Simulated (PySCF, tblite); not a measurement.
**C3H4BrP3Si: geometry, infrared bands and NMR shifts**

Wanted: the infrared bands and NMR shifts of C3H4BrP3Si (`[SiH3]c1pcpc(Br)p1`), by calculation.

The runs use tblite 0.8.0 and PySCF 2.14.0, with density-fitted response routines of our own; the level of theory stands in each step. All values are computed, except where a source is named. Atoms count from 0, in the outputs and in this text.

### 1 The starting structure

12 atoms, charge 0, multiplicity 1; geometry from: force field or distance geometry start.

Bonds of the start (Å): Si0–C1 1.83, C1–P2 1.75, P2–C3 1.75, C3–P4 1.73, P4–C5 1.73, C5–Br6 1.91, C5–P7 1.74, P7–C1 1.72, Si0–H8 1.47, Si0–H9 1.46, Si0–H10 1.48, C3–H11 1.11.

### 2 Optimising the geometry with GFN2-xTB

Job settings and geometry (Å):

```
{"job": {"kind": "relax", "xc": "GFN2-xTB", "basis": "xTB"}, "charge": 0, "multiplicity": 1}
Si     2.548000     0.122100     0.012700
C      0.719400    -0.017400    -0.011100
P     -0.092600    -1.569200     0.021800
C     -1.842000    -1.694900    -0.004700
P     -2.825700    -0.276800    -0.024100
C     -2.063900     1.272300    -0.054600
Br    -2.978500     2.952600    -0.094900
P     -0.322500     1.352400    -0.032200
H      2.995600     1.525400    -0.053400
H      3.172000    -0.562900    -1.119600
H      3.012900    -0.411800     1.315500
H     -2.321600    -2.692600     0.018800
```

Run with:

```bash
$ OMP_NUM_THREADS=1 python probes_run.py task.json out
```

The driver reads the jobs from task.json and runs them one after another.

Output:

```text
step      E/eV     max force
  0    -590.04190    4.097
  1    -590.79224    2.383
  2    -591.25342    1.133
  3    -591.32075    0.820
  4    -591.40950    0.660
  5    -591.45317    0.444
  6    -591.47563    0.342
  7    -591.48681    0.270
  8    -591.49419    0.209
  9    -591.49888    0.214
 10    -591.50463    0.212
 11    -591.51101    0.243
 12    -591.51610    0.182
 13    -591.51852    0.108
 14    -591.51957    0.084
 15    -591.52025    0.076
 16    -591.52096    0.060
 17    -591.52150    0.069
 18    -591.52181    0.052
 19    -591.52197    0.035
 20    -591.52204    0.024
 21    -591.52208    0.018
 22    -591.52214    0.023
 23    -591.52223    0.027
 24    -591.52234    0.034
 25    -591.52243    0.024
 26    -591.52247    0.016
 27    -591.52249    0.017
 28    -591.52253    0.020
 29    -591.52260    0.033
 30    -591.52270    0.036
 31    -591.52278    0.023
 32    -591.52282    0.009
```

It took 0.36 s on 1 thread of Arm Neoverse V1, shared host.

Step by step:

```tsv
step	energy from step 0 (eV)	largest force (eV/Å)
0	0.0000	4.0972
1	-0.7503	2.3832
2	-1.2115	1.1326
3	-1.2788	0.8195
4	-1.3676	0.6597
5	-1.4113	0.4436
6	-1.4337	0.3418
7	-1.4449	0.2700
8	-1.4523	0.2092
9	-1.4570	0.2135
10	-1.4627	0.2115
11	-1.4691	0.2433
12	-1.4742	0.1822
13	-1.4766	0.1085
14	-1.4777	0.0836
15	-1.4783	0.0757
16	-1.4791	0.0599
17	-1.4796	0.0694
18	-1.4799	0.0525
19	-1.4801	0.0350
20	-1.4801	0.0243
21	-1.4802	0.0182
22	-1.4802	0.0230
23	-1.4803	0.0270
24	-1.4804	0.0341
25	-1.4805	0.0236
26	-1.4806	0.0164
27	-1.4806	0.0166
28	-1.4806	0.0201
29	-1.4807	0.0332
30	-1.4808	0.0363
31	-1.4809	0.0226
32	-1.4809	0.0093
```

Distances of close pairs at the start and the end, largest changes first:

```tsv
bond	before (Å)	after (Å)	change (Å)
Si0–C1	1.834	1.909	+0.075
P2–C3	1.754	1.731	-0.023
C5–Br6	1.914	1.934	+0.020
Si0–H10	1.483	1.464	-0.019
C3–H11	1.107	1.089	-0.018
C1–P7	1.721	1.734	+0.013
Si0–H8	1.474	1.462	-0.012
P4–C5	1.727	1.737	+0.011
```

The end geometry stands in the next job.

### 3 Infrared spectrum with GFN2-xTB

Job settings and geometry (Å):

```
{"job": {"kind": "ir", "xc": "GFN2-xTB", "basis": "xTB"}, "charge": 0, "multiplicity": 1}
Si     2.500370     0.118027     0.035796
C      0.595984    -0.003515    -0.001771
P     -0.005598    -1.637497     0.016158
C     -1.734241    -1.548184    -0.003030
P     -2.901437    -0.273099    -0.031456
C     -1.917941     1.159090    -0.052362
Br    -2.975466     2.777564    -0.094169
P     -0.216746     1.527721    -0.045049
H      2.861912     1.532195    -0.052037
H      3.026243    -0.645647    -1.096537
H      2.968222    -0.475106     1.290009
H     -2.200104    -2.532235     0.008421
```

Output:

```text
mode    cm-1     km/mol
  1     -14.6      0.02
  2      58.1      0.58
  3      68.2      0.02
  4     107.0      0.12
  5     180.3      0.13
  6     195.6      0.23
  7     196.2      2.66
  8     248.4      3.91
  9     293.6      0.12
 10     355.4      0.06
 11     391.1      0.61
 12     495.8      8.24
 13     532.6     16.33
 14     535.3     21.23
 15     551.9     78.17
 16     730.4     10.66
 17     735.4     18.58
 18     744.8      2.91
 19     752.6    138.79
 20     767.5    152.30
 21     784.0    561.30
 22     876.8      9.20
 23     903.0     94.69
 24    1041.2     39.95
 25    1094.3     49.81
 26    1242.5      1.09
 27    2255.8    290.64
 28    2261.3    210.68
 29    2274.5    261.95
 30    2975.7      1.04
```

It took 0.65 s on 1 thread of Arm Neoverse V1, shared host.

Which atoms move in the most intense modes:

```tsv
cm⁻¹	km/mol	atoms
552	78.2	H10 38 %, H9 35 %, C1 14 %
753	138.8	H8 58 %, H9 23 %, H10 15 %
768	152.3	H10 44 %, H9 36 %, H8 16 %
784	561.3	H9 34 %, H10 34 %, H8 24 %
903	94.7	C1 79 %
2256	290.6	H10 93 %
2261	210.7	H9 91 %
2274	261.9	H8 92 %
```

### 4 NMR shieldings: PBE0/pcSseg-1

Settings changed since step 3:

```diff
@@ -1,2 +1,2 @@
-{"job": {"kind": "ir", "xc": "GFN2-xTB", "basis": "xTB"}, "charge": 0, "multiplicity": 1}
+{"job": {"kind": "nmr", "xc": "PBE0", "basis": "pcSseg-1"}, "charge": 0, "multiplicity": 1}
 Si     2.500370     0.118027     0.035796
```

With the program's defaults for keys left out, this is: GIAO PBE0/pcSseg-1 NMR shielding, non-relativistic, gas phase.

Output:

```text
coarse grid: 58408 points
cycle   1  E = -4003.0622836791  dE = -1.956e-01  |g| = 7.550e-01  |ddm| = 4.082e+00
cycle   2  E = -4003.0136524102  dE =  4.863e-02  |g| = 6.220e-01  |ddm| = 7.366e-01
cycle   3  E = -4003.0481937709  dE = -3.454e-02  |g| = 3.981e-01  |ddm| = 9.137e-01
cycle   4  E = -4003.0955487799  dE = -4.736e-02  |g| = 8.306e-02  |ddm| = 4.829e-01
cycle   5  E = -4003.0969183185  dE = -1.370e-03  |g| = 3.788e-02  |ddm| = 1.176e-01
cycle   6  E = -4003.0973210073  dE = -4.027e-04  |g| = 5.119e-03  |ddm| = 4.116e-02
cycle   7  E = -4003.0973258847  dE = -4.877e-06  |g| = 2.628e-03  |ddm| = 8.779e-03
final grid: 115896 points
cycle   8  E = -4003.0973624758  dE =  3.359e-06  |g| = 4.089e-03  |ddm| = 9.871e-03
cycle   9  E = -4003.0973529007  dE =  9.575e-06  |g| = 6.580e-03  |ddm| = 1.576e-02
cycle  10  E = -4003.0973678708  dE = -1.497e-05  |g| = 9.271e-04  |ddm| = 1.024e-02
cycle  11  E = -4003.0973681344  dE = -2.636e-07  |g| = 5.147e-05  |ddm| = 9.511e-04
cycle  12  E = -4003.0973681350  dE = -6.512e-10  |g| = 1.860e-05  |ddm| = 8.018e-05
converged SCF energy = -4003.0973681350

GIAO shielding tensors (ppm)
atom      isotropic    diamagn.    paramagn.     s11        s22        s33       span
  0 Si     410.524     879.606    -469.083    376.634    399.313    455.624     78.990
  1 C      -13.147     272.987    -286.134   -211.756    -26.201    198.516    410.272
  2 P       36.021     968.263    -932.242   -363.482   -114.233    585.778    949.261
  3 C       -2.295     266.366    -268.661   -214.648     29.792    177.972    392.620
  4 P       62.510     965.586    -903.076   -267.352    -67.130    522.011    789.363
  5 C      -31.701     262.991    -294.693   -230.279     22.543    112.633    342.912
  6 Br    1714.081    3120.550   -1406.469   1111.283   1408.186   2622.775   1511.492
  7 P       30.951     967.060    -936.109   -292.002    -85.933    470.787    762.788
  8 H       26.785      28.199      -1.414     22.888     26.587     30.880      7.992
  9 H       26.618      28.171      -1.553     22.896     25.292     31.666      8.770
 10 H       26.650      28.142      -1.493     23.058     25.104     31.787      8.729
 11 H       20.758      29.992      -9.234     15.531     20.141     26.603     11.071
```

Run time: 42 s. Hardware: 1 thread of Arm Neoverse V1, shared host; peak memory 0.96 GiB.

Shifts follow as δ = σ(reference) − σ, with reference shieldings (ppm) from runs at the same level and on the same kind of geometry: 1H TMS 31.72, 13C TMS 186.9, 29Si TMS 349.2, 31P H3PO4 318.4, 79Br HBr 2622. The references are single molecules in the gas phase, so shifts against H2O, NH3, PH3, H3PO4 or CFCl3 are not on the usual liquid scales and can be off by tens of ppm. Atoms listed in one row are averaged.

```tsv
atoms	environment	σ (ppm)	δ (ppm)	δ scaled to CDCl3
C5	aromatic carbon bearing bromine	-31.7	218.6	196.6
C1	substituted aromatic carbon	-13.1	200.1	193.4
C3	aromatic CH	-2.3	189.2	182.8
H11	hydrogen on an aromatic CH	20.76	10.96	10.44
H8, H9, H10	hydrogen on a silicon bonded to C	26.68	5.03	–
Si0	silicon bonded to C, 3 H	410.5	-61.4	–
P7	phosphorus bonded to 2 C, in a 6-membered ring	31.0	287.4	–
P2	phosphorus bonded to 2 C, in a 6-membered ring	36.0	282.4	–
P4	phosphorus bonded to 2 C, in a 6-membered ring	62.5	255.9	–
Br6	bromine bonded to C	1714	908	–
```

The scaled column applies a straight-line fit of computed shieldings to shifts measured in CDCl3, with any fitted terms for Cl, Br or S neighbours (root-mean-square error 0.16 ppm for H, 1.9 ppm for C).

Charges from the same density, by scheme (e):

```tsv
atoms	Mulliken	IAO	Hirshfeld	ESP fit
Si0	0.61	0.61	0.29	0.34
C1	-0.98	-0.74	-0.21	0.21
P2	0.55	0.46	0.13	-0.28
C3	-0.69	-0.63	-0.17	0.12
P4	0.60	0.48	0.13	-0.17
C5	-0.66	-0.53	-0.12	0.14
Br6	-0.04	0.03	-0.02	-0.03
P7	0.63	0.47	0.12	-0.22
```

Mayer bond orders: Si0–C1 0.81, C1–P2 1.27, P2–C3 1.33, C3–P4 1.30, P4–C5 1.23, C5–Br6 1.02, C5–P7 1.21, P7–C1 1.30.

Ring of atoms C1, P2, C3, P4, C5, P7: NICS(0) -5.5, NICS(1) -8.9, NICS(1)zz -20.9 ppm (means of both faces).

### 5 Summary of results

| quantity | value |
| --- | --- |
| strongest single infrared mode (GFN2-xTB) | 784 cm⁻¹, 561 km/mol |
| zero-point energy (GFN2-xTB) | 33.8 kcal/mol |
| 13C shifts against TMS (PBE0/pcSseg-1) | 218.6, 200.1, 189.2 ppm |
| 1H shifts against TMS (PBE0/pcSseg-1, means over atoms taken as alike) | 10.96, 5.03 ppm |
| 29Si shifts against TMS (PBE0/pcSseg-1) | -61.4 ppm |
| 31P shifts against H3PO4 (PBE0/pcSseg-1) | 287.4, 282.4, 255.9 ppm |
| 79Br shifts against HBr (PBE0/pcSseg-1) | 908 ppm |

**Reading.** The optimisation took 32 steps and gained 1.481 eV; among the close pairs (by a distance rule), Si0–C1 changed most, from 1.834 to 1.909 Å. The lowest mode is slightly imaginary (15i cm⁻¹), a soft motion within the noise of the Hessian, so the minimum is not strictly shown. The strongest single mode, at 784 cm⁻¹, is spread over several atoms, H9, H10, H8 among them. GFN2-xTB is a fitted tight-binding method: band positions and strengths are rough. Its intensities can rank the bands wrongly. C5 stands next to heavy halogen, whose spin-orbit shielding this run leaves out, so the computed shift lies too far downfield, most of all for carbon beside Br or I. At PBE0/pcSseg-1: Shielding is most anisotropic at Br6 (span 1511 ppm, paramagnetic term -1406 ppm). NICS(1)zz of -21 ppm above the planar ring from C1 marks a diatropic (aromatic) ring current. Spin-orbit coupling is left out, which matters for shieldings and couplings at and beside the heavy atoms.
